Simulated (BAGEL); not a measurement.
# triplet AlNH4F2 at 3 levels

We compute a comparison of 3 runs (UHF/3-21G, ROHF/6-31G*, ROHF/def2-SVP) of triplet AlNH4F2. 

The results are computed with BAGEL 1.2.2.

2 further runs of the same task are left out: 2 that didn't finish. Runs told in other sessions of the task aren't counted.

## 1. Starting point

AlNH4F2: 8 atoms, total charge 0, spin state triplet. As SMILES of the parent species, `[NH3+][AlH-]([F])[F]`. Geometry: a GFN2-xTB relaxation, a rough one for these elements and not checked as a minimum. That shape belongs to the parent species and isn't relaxed for this state.

Bond lengths: N1–Al2 2.078 Å, Al2–F3 1.660 Å, Al2–F4 1.660 Å, N1–H5 1.020 Å, N1–H6 1.015 Å, N1–H7 1.016 Å, Al2–H8 1.505 Å. Some angles: N1–Al2–F3 95.2°, N1–Al2–F4 95.3°, F3–Al2–F4 119.0°, N1–Al2–H8 106.5°, F3–Al2–H8 116.8°, F4–Al2–H8 117.0°, Al2–N1–H5 104.7°, Al2–N1–H6 113.5°, Al2–N1–H7 113.2°, H5–N1–H6 108.1°.

## 2. A single-point energy at UHF/3-21G (density fitting with qzvpp-jkfit) (run 1)

Contents of job.json:

```json
{ "bagel" : [

{
  "title" : "molecule",
  "basis" : "3-21g",
  "df_basis" : "qzvpp-jkfit",
  "angstrom" : true,
  "geometry" : [
    { "atom" : "N", "xyz" : [   -0.216650,    0.966310,   -0.126060 ] },
    { "atom" : "Al", "xyz" : [    0.177430,   -1.047030,    0.202660 ] },
    { "atom" : "F", "xyz" : [    1.803770,   -0.840900,    0.463250 ] },
    { "atom" : "F", "xyz" : [   -0.341180,   -1.551530,   -1.291400 ] },
    { "atom" : "H", "xyz" : [    0.370520,    1.218270,   -0.920770 ] },
    { "atom" : "H", "xyz" : [   -1.183060,    1.154140,   -0.374870 ] },
    { "atom" : "H", "xyz" : [    0.042030,    1.557620,    0.658000 ] },
    { "atom" : "H", "xyz" : [   -0.652850,   -1.456880,    1.389200 ] }
  ]
},
{
  "title" : "uhf",
  "nopen" : 2
},
{
  "title" : "print",
  "file" : "orbitals.molden",
  "orbitals" : true
}

]}
```

On the command line:

```bash
$ BAGEL_NUM_THREADS=1 BAGEL job.json > job.out
```

Output:

```text
* using 1 threads per process

  ===============================================================
  ===============================================================

  *** Geometry ***

  { "atom" : "N", "xyz" : [     -0.409409,      1.826061,     -0.238219 ] },
  { "atom" : "Al", "xyz" : [      0.335294,     -1.978600,      0.382972 ] },
  { "atom" : "F", "xyz" : [      3.408631,     -1.589071,      0.875416 ] },
  { "atom" : "F", "xyz" : [     -0.644737,     -2.931967,     -2.440392 ] },
  { "atom" : "H", "xyz" : [      0.700181,      2.302197,     -1.740003 ] },
  { "atom" : "H", "xyz" : [     -2.235659,      2.181009,     -0.708402 ] },
  { "atom" : "H", "xyz" : [      0.079425,      2.943475,      1.243440 ] },
  { "atom" : "H", "xyz" : [     -1.233708,     -2.753104,      2.625208 ] },

  Number of auxiliary basis functions:      431

  Since a DF basis is specified, we compute 2- and 3-index integrals:
    o Being stored without compression. Storage requirement is 0.008 GB

  Number of basis functions:       48
  Number of electrons      :       42

    * METHOD: MOLECULE                             0.13

  *** Open-shell HF ***

  === Nuclear Repulsion ===
   175.5231354290

      * DIIS with orbital gradients will be used.

  === UHF iteration (3-21g) ===
      0       -494.43508629          0.06770185           0.06
      1       -494.61283555          0.04517338           0.05
      2       -494.67474439          0.02779174           0.06
      3       -494.71011287          0.00350393           0.05
      4       -494.71846962          0.00266186           0.05
      5       -494.72402839          0.00196677           0.06
      6       -494.73011113          0.00144521           0.05
      7       -494.73553801          0.00101460           0.06
      8       -494.73935195          0.00065783           0.06
      9       -494.74038814          0.00081066           0.06
[... 12 lines of this table left out ...]
     22       -494.74230443          0.00000008           0.06
     23       -494.74230443          0.00000004           0.06
     24       -494.74230443          0.00000002           0.05
     25       -494.74230443          0.00000001           0.05
    * SCF iteration converged.

    * S^2 (UHF) is 2.0037

    * Permanent dipole moment:
           (    2.237396,    -3.852647,    -1.195496) a.u.

    * METHOD: UHF                                  1.53

    * METHOD: PRINT                                0.01

  ===============================================================
```

Wall time 1.8 s (1 thread of Arm Neoverse V1, shared host); peak memory 0.084 GiB.

## 3. A single-point energy at ROHF/6-31G(d) (density fitting with qzvpp-jkfit, spherical functions) (run 2)

Contents of input.json:

```json
{ "bagel": [

{
  "title": "molecule",
  "basis": "6-31gs.json",
  "df_basis": "qzvpp-jkfit",
  "angstrom": true,
  "geometry": [
    { "atom": "N", "xyz": [      -0.216650,       0.966310,      -0.126060 ] },
    { "atom": "Al", "xyz": [       0.177430,      -1.047030,       0.202660 ] },
    { "atom": "F", "xyz": [       1.803770,      -0.840900,       0.463250 ] },
    { "atom": "F", "xyz": [      -0.341180,      -1.551530,      -1.291400 ] },
    { "atom": "H", "xyz": [       0.370520,       1.218270,      -0.920770 ] },
    { "atom": "H", "xyz": [      -1.183060,       1.154140,      -0.374870 ] },
    { "atom": "H", "xyz": [       0.042030,       1.557620,       0.658000 ] },
    { "atom": "H", "xyz": [      -0.652850,      -1.456880,       1.389200 ] }
  ]
},

{ "title": "rohf", "nopen": 2 },

{ "title": "print", "file": "orbitals.molden", "orbitals": true }

]}
```

The basis set 6-31G* is read from a file made from the Basis Set Exchange's data (not shown).

On the command line:

```bash
$ BAGEL_NUM_THREADS=1 BAGEL input.json > input.out
```

Output:

```text
* using 1 threads per process

  ===============================================================
  ===============================================================

  *** Geometry ***

  { "atom" : "N", "xyz" : [     -0.409409,      1.826061,     -0.238219 ] },
  { "atom" : "Al", "xyz" : [      0.335294,     -1.978600,      0.382972 ] },
  { "atom" : "F", "xyz" : [      3.408631,     -1.589071,      0.875416 ] },
  { "atom" : "F", "xyz" : [     -0.644737,     -2.931967,     -2.440392 ] },
  { "atom" : "H", "xyz" : [      0.700181,      2.302197,     -1.740003 ] },
  { "atom" : "H", "xyz" : [     -2.235659,      2.181009,     -0.708402 ] },
  { "atom" : "H", "xyz" : [      0.079425,      2.943475,      1.243440 ] },
  { "atom" : "H", "xyz" : [     -1.233708,     -2.753104,      2.625208 ] },

  Number of auxiliary basis functions:      431

  Since a DF basis is specified, we compute 2- and 3-index integrals:
    o Being stored without compression. Storage requirement is 0.016 GB

  Number of basis functions:       68
  Number of electrons      :       42

    * METHOD: MOLECULE                             0.18

  *** Open-shell HF ***

  === Nuclear Repulsion ===
   175.5231354290

      * DIIS with orbital gradients will be used.

  === ROHF iteration (6-31gs.json) ===
      0       -497.02630967          0.05852941           0.09
      1       -497.23409853          0.04197695           0.08
      2       -497.32747810          0.02751003           0.09
      3       -497.39756595          0.00241603           0.09
      4       -497.40382954          0.00181895           0.09
      5       -497.40866121          0.00126024           0.08
      6       -497.41291801          0.00083390           0.09
      7       -497.41539347          0.00060550           0.09
      8       -497.41799893          0.00064968           0.09
      9       -497.41827954          0.00057171           0.09
[... 24 lines of this table left out ...]
     34       -497.43424637          0.00000003           0.08
     35       -497.43424637          0.00000002           0.08
     36       -497.43424637          0.00000001           0.08
     37       -497.43424637          0.00000001           0.08
    * SCF iteration converged.

    * S^2 (ROHF) is 2.0000

    * Permanent dipole moment:
           (    2.107382,    -3.529195,    -1.162975) a.u.

    * METHOD: ROHF                                 3.39

    * METHOD: PRINT                                0.01

  ===============================================================
```

Run time: 3.9 s. Hardware: 1 thread of Arm Neoverse V1, shared host; peak memory 0.089 GiB.

## 4. The energy at ROHF/def2-SVP (density fitting with qzvpp-jkfit) (run 3)

Contents of hf.json:

```json
{ "bagel" : [

{
  "title" : "molecule",
  "basis" : "svp",
  "df_basis" : "qzvpp-jkfit",
  "angstrom" : true,
  "geometry" : [
    { "atom" : "N", "xyz" : [   -0.216650,    0.966310,   -0.126060 ] },
    { "atom" : "Al", "xyz" : [    0.177430,   -1.047030,    0.202660 ] },
    { "atom" : "F", "xyz" : [    1.803770,   -0.840900,    0.463250 ] },
    { "atom" : "F", "xyz" : [   -0.341180,   -1.551530,   -1.291400 ] },
    { "atom" : "H", "xyz" : [    0.370520,    1.218270,   -0.920770 ] },
    { "atom" : "H", "xyz" : [   -1.183060,    1.154140,   -0.374870 ] },
    { "atom" : "H", "xyz" : [    0.042030,    1.557620,    0.658000 ] },
    { "atom" : "H", "xyz" : [   -0.652850,   -1.456880,    1.389200 ] }
  ]
},
{
  "title" : "rohf",
  "nopen" : 2
},
{
  "title" : "print",
  "file" : "orbitals.molden",
  "orbitals" : true
}

]}
```

On the command line:

```bash
$ BAGEL_NUM_THREADS=1 BAGEL hf.json > hf.out
```

Output:

```text
* using 1 threads per process

  ===============================================================
  ===============================================================

  *** Geometry ***

  { "atom" : "N", "xyz" : [     -0.409409,      1.826061,     -0.238219 ] },
  { "atom" : "Al", "xyz" : [      0.335294,     -1.978600,      0.382972 ] },
  { "atom" : "F", "xyz" : [      3.408631,     -1.589071,      0.875416 ] },
  { "atom" : "F", "xyz" : [     -0.644737,     -2.931967,     -2.440392 ] },
  { "atom" : "H", "xyz" : [      0.700181,      2.302197,     -1.740003 ] },
  { "atom" : "H", "xyz" : [     -2.235659,      2.181009,     -0.708402 ] },
  { "atom" : "H", "xyz" : [      0.079425,      2.943475,      1.243440 ] },
  { "atom" : "H", "xyz" : [     -1.233708,     -2.753104,      2.625208 ] },

  Number of auxiliary basis functions:      431

  Since a DF basis is specified, we compute 2- and 3-index integrals:
    o Being stored without compression. Storage requirement is 0.022 GB

  Number of basis functions:       80
  Number of electrons      :       42

    * METHOD: MOLECULE                             0.18

  *** Open-shell HF ***

  === Nuclear Repulsion ===
   175.5231354290

      * DIIS with orbital gradients will be used.

  === ROHF iteration (svp) ===
      0       -496.79222292          0.04838574           0.11
      1       -496.99180660          0.03592849           0.10
      2       -497.08052622          0.02331919           0.10
      3       -497.14833122          0.00203673           0.10
      4       -497.15263425          0.00185270           0.10
      5       -497.15514503          0.00157150           0.10
      6       -497.16019256          0.00089308           0.10
      7       -497.16241186          0.00042590           0.10
      8       -497.16312341          0.00034133           0.10
      9       -497.16387099          0.00030785           0.10
[... 82 lines of this table left out ...]
     92       -497.18218889          0.00000005           0.11
     93       -497.18218889          0.00000003           0.10
     94       -497.18218889          0.00000001           0.10
     95       -497.18218889          0.00000001           0.11
    * SCF iteration converged.

    * S^2 (ROHF) is 2.0000

    * Permanent dipole moment:
           (    2.098067,    -3.515432,    -1.157648) a.u.

    * METHOD: ROHF                                10.14

    * METHOD: PRINT                                0.02

  ===============================================================
```

Wall time 11 s (1 thread of Arm Neoverse V1, shared host); peak memory 0.1 GiB.

## 5. Overview of the runs

```csv
run,level,energy (Eh),dipole moment (D),⟨S²⟩,wall time
1,UHF/3-21G (density fitting with qzvpp-jkfit),-494.742304,11.72,2.004,1.8 s
2,"ROHF/6-31G* (density fitting with qzvpp-jkfit, spherical functions)",-497.434246,10.86,2.000,3.9 s
3,ROHF/def2-SVP (density fitting with qzvpp-jkfit),-497.182189,10.81,2.000,11 s
```

## 6. Results

```
            quantity          value
 run 3: total energy  -497.18219 Eh
run 3: dipole moment        10.81 D
         run 3: ⟨S²⟩          2.000
```

What this shows: The dipole moment (its size) runs from 10.81 D (ROHF/def2-SVP) to 11.72 D (UHF/3-21G). The two ends differ in method and basis. All runs together took 16 s, the longest 11 s.
